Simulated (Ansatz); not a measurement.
# ZrPb2O4: the cost of one run

Computed with Ansatz 0.2.0 (DFT PBE, scalar-relativistic, plane waves, PAW, unless a step names another level, unless a step's input says otherwise).

4 further runs of the same task are left out: 4 that didn't finish.

**1. The structure to begin with**

The structure is orthorhombic, space group Pbam (No. 55). The conventional cell has a = 7.058 Å, b = 10.123 Å, c = 3.357 Å, α = 90.00°, β = 90.00°, γ = 90.00°. Zr (site symmetry 2/m) has 6 O at 2.12 to 2.15 Å as nearest neighbours. Around Pb (site symmetry m) lie 3 O at 2.29 to 2.42 Å. O (site symmetry m) is surrounded by 1 Zr at 2.12 Å and 2 Pb at 2.29 Å. O (site symmetry m) is surrounded by 2 Zr at 2.15 Å and 1 Pb at 2.42 Å.

As a file:

```cif
data_structure
_symmetry_space_group_name_H-M 'P 1'
_symmetry_Int_Tables_number 1
_cell_length_a 7.0577
_cell_length_b 10.1227
_cell_length_c 3.3566
_cell_angle_alpha 90.000
_cell_angle_beta 90.000
_cell_angle_gamma 90.000
_cell_volume 239.81
loop_
_atom_site_label
_atom_site_type_symbol
_atom_site_fract_x
_atom_site_fract_y
_atom_site_fract_z
_atom_site_occupancy
Zr1 Zr 0.50000 0.50000 0.00000 1
Zr2 Zr 0.00000 0.00000 0.00000 1
Pb1 Pb 0.04100 0.68726 0.50000 1
Pb2 Pb 0.95900 0.31274 0.50000 1
Pb3 Pb 0.45900 0.18726 0.50000 1
Pb4 Pb 0.54100 0.81274 0.50000 1
O1 O 0.65273 0.68082 0.00000 1
O2 O 0.34727 0.31918 0.00000 1
O3 O 0.34528 0.57724 0.50000 1
O4 O 0.65472 0.42276 0.50000 1
O5 O 0.15273 0.81918 0.00000 1
O6 O 0.84727 0.18082 0.00000 1
O7 O 0.84528 0.92276 0.50000 1
O8 O 0.15472 0.07724 0.50000 1
```

It came out lowest among 18 distinct ends of the trial cells. At a tolerance of 0.02 Å it has space group Pbam (No. 55).

**2. Kick test: the unmoved cell on a coarse mesh**

input.yaml

```yaml
crystal:
  lattice:
    - [0.0, 0.0, 3.3566415379]
    - [7.0577434492, 0.0, 0.0]
    - [0.0, 10.1227126146, 0.0]
  atoms:
    - { symbol: Zr, position: [0.0, 0.5, 0.5] }
    - { symbol: Zr, position: [0.0, 0.0, 0.0] }
    - { symbol: Pb, position: [0.5, 0.0409981864, 0.6872624923] }
    - { symbol: Pb, position: [0.5, 0.9590018136, 0.3127375077] }
    - { symbol: Pb, position: [0.5, 0.4590018136, 0.1872624923] }
    - { symbol: Pb, position: [0.5, 0.5409981864, 0.8127375077] }
    - { symbol: O, position: [0.0, 0.6527342219, 0.6808185513] }
    - { symbol: O, position: [0.0, 0.3472657781, 0.3191814487] }
    - { symbol: O, position: [0.5, 0.3452811692, 0.5772443399] }
    - { symbol: O, position: [0.5, 0.6547188308, 0.4227556601] }
    - { symbol: O, position: [0.0, 0.1527342219, 0.8191814487] }
    - { symbol: O, position: [0.0, 0.8472657781, 0.1808185513] }
    - { symbol: O, position: [0.5, 0.8452811692, 0.9227556601] }
    - { symbol: O, position: [0.5, 0.1547188308, 0.0772443399] }
basis:
  ecutwfc: 420
kpoints:
  mp_grid: { grid: [4, 2, 2] }
hamiltonian:
  xc: pbe
scf:
  occupations: { method: gaussian, width: 0.1 }
  lower_state_search: "off"
output:
  forces: true
  stress: true
  eigenvalues: true
```

Command:

```bash
$ ansatz run input.yaml --threads 1 --pin off --max-ram 2560MiB --backend cpu --events-out ev --progress --plain --runs-dir out
```

**Question.** How long does this run take on 1 thread of Intel Xeon Platinum 8488C (Sapphire Rapids), shared host, and how much memory does it need?

About 11 s, with a peak of 0.59 GiB.
